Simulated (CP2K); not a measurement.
The system is CsLiCr2Te2S3.

```
Cs Li Cr Te S
1.0
     6.20863    0.00000    0.00000
    -2.43725    5.71024    0.00000
    -1.59109   -2.40907    7.43756
Cs Li Cr Te S
1 1 2 2 3
Direct
  0.09374 0.09374 0.00853
  0.58875 0.58875 0.55336
  0.05646 0.46755 0.55790
  0.46755 0.05646 0.55790
  0.56486 0.87357 0.29035
  0.87357 0.56486 0.29035
  0.81151 0.39697 0.73347
  0.39697 0.81151 0.73347
  0.21404 0.21404 0.48371
```

The cell was built by a generator and needn't be a form met in nature.

Base run:

```yaml
Program: CP2K 2026.2
Functional: PBE
Potentials_or_basis: POTENTIAL_UZH Cs GTH-PBE-q9, Li GTH-PBE-q3, Te GTH-PBE-q6, S GTH-PBE-q6; GTH_POTENTIALS Cr GTH-PBE-q14; TZVP-MOLOPT-PBE-GTH, TZVP-MOLOPT-SR-GTH basis
Density_cutoff: 6803 eV
k_mesh: 5 × 5 × 4
Occupations: fermi-dirac, width 0.05 eV
Spin: collinear spin, ferromagnetic start
Starting_moments: "[0.0, 0.0, 3.0, 3.0, 0.0, 0.0, 0.0, 0.0, 0.0] μB"
```

Its results: band gap on the k mesh none (metal or under the smearing width); pressure 0.7 GPa; net moment 4.03 μB per cell; site moments Cs +0.00; Li +0.01; Cr +2.66; Te -0.42; S -0.16, -0.14 μB; largest force 0.180 eV/Å.

Question: The run is repeated on the same cell with these changes: occupations from fermi-dirac, width 0.05 eV to fermi-dirac, width 0.1 eV. What comes out?

Answer: Band gap on the k mesh none (metal or under the smearing width); pressure 0.8 GPa; net moment 4.15 μB per cell; site moments Cs +0.01; Li +0.01; Cr +2.68; Te -0.39; S -0.15, -0.14 μB; largest force 0.230 eV/Å.

Caveats: the basis of atomic orbitals isn't converged, which shifts pressures, moduli and gaps; only a ferromagnetic start was run, and an antiferromagnetic order may lie lower in energy.

Not every run made on this cell is shown here.
